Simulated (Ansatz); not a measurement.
**H₂Br (doublet): wave-function methods side by side at distance Br1–H2 along a hydrogen transfer = 1.460 Å, cc-pVDZ**

How much of the correlation energy of H₂Br (doublet) does each wave-function method recover here?

Computed with Ansatz 0.2.0, Gaussian basis. Level: cc-pVDZ, core rule «outside noble gas», up to 14 orbitals frozen.

To be run: UHF; CCSD(T) on ROHF; CCSD(T) on UHF; BCCD(T) on ROHF; CISD; CCSDT(Q) on ROHF; CCSDT(Q) on UHF; CISDTQ; CCSDTQ on ROHF; CCSDTQ on UHF; CASSCF and MRCISD+Q, 3 electrons in 3 orbitals; CASSCF and NEVPT2, 3 electrons in 3 orbitals; CASSCF and MRCISD+Q, 9 electrons in 6 orbitals; CASSCF and NEVPT2, 9 electrons in 6 orbitals; Full CI.

6 further runs of the same task are left out: 6 set aside as unsound or not needed.

## Step 1: The geometry

The geometry derives from fragments relaxed apart (PBE0/def2-TZVP) and kept rigid, so it is no stationary point. A hydrogen atom is moved between rigid fragments. No spin-orbit coupling is included. The filled d shell of Br may be among the frozen orbitals whatever the setting's name suggests; the logs give the count.

3 atoms, charge 0, spin multiplicity 2.

Atoms are counted from 1 here; the program's logs count them from 0.

Bond lengths: Br1–H2 1.460 Å.

## Step 2: UHF

The input, in.yaml:

```yaml
crystal:
  periodic: [false, false, false]
  atoms:
    - {symbol: Br, position_ang: [0.000000, 0.000000, -1.300000]}
    - {symbol: H, position_ang: [0.000000, 0.000000, 0.160000]}
    - {symbol: H, position_ang: [0.000000, 0.000000, 1.140000]}
basis:
  gaussian: {orbitals: cc-pVDZ}
magnetization: {spin_polarized: true, initial_magnetization: 1}
hamiltonian: {xc: hf}
output: {orbitals: {seedname: orbitals}}
```

The run is started by

```sh
$ ansatz run in.yaml --threads 1 --pin off --events-out ev --progress --plain --max-ram 2560MiB --backend cpu
```

Further steps of the session: CCSD(T) on ROHF; CCSD(T) on UHF; BCCD(T) on ROHF; CISD; CCSDT(Q) on ROHF; CCSDT(Q) on UHF; CISDTQ; CCSDTQ on ROHF; CCSDTQ on UHF; CASSCF and MRCISD+Q, 3 electrons in 3 orbitals; CASSCF and NEVPT2, 3 electrons in 3 orbitals; CASSCF and MRCISD+Q, 9 electrons in 6 orbitals; CASSCF and NEVPT2, 9 electrons in 6 orbitals; Full CI.

Before running them: what should the planned runs give, taken together? Wanted: FCI below the RHF energy; RMP2 from FCI; UMP2 from FCI; RCCSD from FCI; RCCSD(T) from FCI; UCCSD(T) from FCI; RCCSDT(Q) from FCI; UCCSDT(Q) from FCI; NEVPT2 pair from FCI.

**Answer**, as computed:

| quantity | value |
| --- | --- |
| FCI below the RHF energy | -4.4165 eV |
| RMP2 from FCI | +584.4 meV |
| UMP2 from FCI | +598.7 meV |
| RCCSD from FCI | +86.0 meV |
| RCCSD(T) from FCI | +16.3 meV |
| UCCSD(T) from FCI | +15.4 meV |
| RCCSDT(Q) from FCI | +0.6 meV |
| UCCSDT(Q) from FCI | 0.0 meV |
| NEVPT2 pair from FCI | +514.3 meV |
| NEVPT2 valence from FCI | +827.5 meV |
| MRCISD+Q valence from FCI | +0.1 meV |
| levels within 1 kcal/mol (43 meV) | RCCSD(T), UCCSD(T), BCCD(T), RCCSDT, UCCSDT, CISDTQ, RCCSDT(Q), UCCSDT(Q), RCCSDTQ, UCCSDTQ, MRCISD+Q valence |
| T1 diagnostic | 0.025 |
| effectively unpaired electrons | 1.03 |

What this shows: RCCSD(T) misses by +16.3 meV, 0.4 % of the correlation energy. One determinant dominates. Of the multireference levels listed MRCISD+Q valence comes nearest in total energy (+0.1 meV), which doesn't show that its space is the better one. These misses are within one basis, not against nature; the frozen cores of restricted and unrestricted runs differ, which can shift their rows.
